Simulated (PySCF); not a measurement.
SiSe2H2, in a box:

```xyz
5
Lattice="12.0000 0.0000 0.0000 0.0000 12.0000 0.0000 0.0000 0.0000 12.0000" Properties=species:S:1:pos:R:3 pbc="T T T"
Si    5.9440    6.1928    5.4152
Se    6.9964    5.8211    7.3576
Se    7.4989    4.5823    5.3360
H     4.5271    5.7841    5.3135
H     6.2323    7.4597    4.7104
```

Base run:

* Program: PySCF 2.14.0
* Functional: LDA
* Potentials or basis: def2-svp (all-electron)
* k mesh: 1 × 1 × 1
* Occupations: fixed
* Spin: no spin polarisation

Its results: gap between the frontier levels 1.88 eV.

Q: After a change of settings the same cell gave: gap between the frontier levels 6.07 eV. Which change was it?
A. functional from LDA to WC
B. functional from LDA to TPSS; dispersion from none to D3(OP)
C. functional from LDA to r2SCAN50; dispersion from none to D4

A: C.

Caveats: this is a molecule in a periodic box at the Γ point, so its band gap is the HOMO-LUMO gap; relativity is left out, which matters for the heavier elements; the basis of atomic orbitals isn't converged, which shifts pressures, moduli and gaps.

Runs at the PBE level aren't shown here.
